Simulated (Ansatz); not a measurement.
# CH6BNTe: a ladder of functionals and wavefunction methods

Aim: compute CH6BNTe with functionals from several rungs and with coupled cluster. The yardstick is the atomisation energy at the CCSD(T) limit.

Computed with Ansatz 0.2.0, Gaussian basis. Level: functionals in def2-TZVPP, the program's frozen cores in correlated methods.

Plan: PBE-D4, r2SCAN-D4, PBE0-D4, B3LYP-D4, ωB97X-V, ωB97M-V, B2PLYP; CCSD(T)/def2-TZVPP; MP2/def2-QZVPP; extrapolation to the limit.

### Step 1. Structure used throughout

All runs share one geometry, relaxed beforehand with PBE0-D4 in a triple-zeta def2 set. Te takes the def2 core potential; no spin-orbit term is included.

SMILES `NCB[TeH]`, 10 atoms, charge 0, spin multiplicity 1.

Atoms are counted from 1 here; the program's logs count them from 0.

Bond lengths: N1–C2 1.457 Å, N1–H5 1.012 Å, N1–H6 1.012 Å, C2–B3 1.560 Å, C2–H7 1.096 Å, C2–H8 1.109 Å, B3–Te4 2.119 Å, B3–H9 1.196 Å, Te4–H10 1.661 Å. Angles: C2–N1–H5 111.3°, C2–N1–H6 110.8°, H5–N1–H6 107.4°, N1–C2–B3 113.7°, N1–C2–H7 109.1°, N1–C2–H8 114.2°, B3–C2–H7 110.0°, B3–C2–H8 105.0°, H7–C2–H8 104.5°, C2–B3–Te4 124.1°, C2–B3–H9 122.3°, Te4–B3–H9 113.5°, B3–Te4–H10 95.9°.

### Step 2. PBE-D4 (GGA)

Contents of in.yaml:

```yaml
crystal:
  periodic: [false, false, false]
  atoms:
    - {symbol: N, position_ang: [-1.064425, 0.743058, -1.123499]}
    - {symbol: C, position_ang: [-0.475925, -0.094479, -0.086998]}
    - {symbol: B, position_ang: [1.028998, 0.213329, 0.187956]}
    - {symbol: Te, position_ang: [2.327973, -1.073148, 1.259936]}
    - {symbol: H, position_ang: [-2.071775, 0.648734, -1.145482]}
    - {symbol: H, position_ang: [-0.855203, 1.718776, -0.957770]}
    - {symbol: H, position_ang: [-0.597877, -1.147933, -0.364617]}
    - {symbol: H, position_ang: [-0.970836, -0.009428, 0.902092]}
    - {symbol: H, position_ang: [1.543256, 1.240407, -0.146955]}
    - {symbol: H, position_ang: [1.219014, -2.290415, 1.478236]}
basis:
  gaussian: {orbitals: def2-TZVPP}
hamiltonian: {xc: pbe, dispersion: d4}
output: {forces: true, orbitals: {seedname: orbitals}}
```

Started as:

```sh
$ ansatz run in.yaml --threads 4 --pin off --events-out ev --progress --plain --max-ram 10444MiB
```

After this run come: r2SCAN-D4 (meta-GGA); PBE0-D4 (hybrid); B3LYP-D4 (hybrid); ωB97X-V (range-separated); ωB97M-V (range-separated); B2PLYP (double hybrid); CCSD(T) in def2-TZVPP; MP2 in def2-QZVPP.

**Question.** What will the summary of the whole plan be? Wanted: atomisation energy, CCSD(T)/CBS; farthest; mean size of error, hybrid; mean size of error, range-separated; gap, smallest and largest; T1 diagnostic; triples share of the correlation energy.

**Answer**, as computed:

| quantity | value |
| --- | --- |
| atomisation energy, CCSD(T)/CBS | 3351.5 kJ/mol |
| functionals within 33.5 kJ/mol (1.0 %) | r2SCAN-D4, PBE0-D4, B3LYP-D4, ωB97X-V, ωB97M-V |
| farthest | PBE-D4 (+74.2 kJ/mol) |
| mean size of error, hybrid | 12.4 kJ/mol |
| mean size of error, range-separated | 3.6 kJ/mol |
| gap, smallest and largest | 3.16 eV (PBE-D4), 9.75 eV (ωB97X-V) |
| T1 diagnostic | 0.0129 |
| triples share of the correlation energy | 3.2 % |

What this shows: PBE-D4 misses by +74.2 kJ/mol. Double hybrids carry the basis error of their MP2 part in triple zeta, and no dispersion term here, so their miss is partly the set-up's. Misses under about 33.5 kJ/mol are within the doubt on the reference itself, which lacks core-valence correlation, spin-orbit coupling and higher excitations, and its outer-core shells are covered unevenly. All levels share the lack of spin-orbit coupling, which lowers the free heavy atoms and so the true binding. Hartree-Fock recovers 71 % of the binding; the rest is correlation. The gap grows from 3.2 to 9.7 eV across the functionals, mostly with the share of exact exchange. Correlated methods include outer-core shells of Te, which these sets cover unevenly.
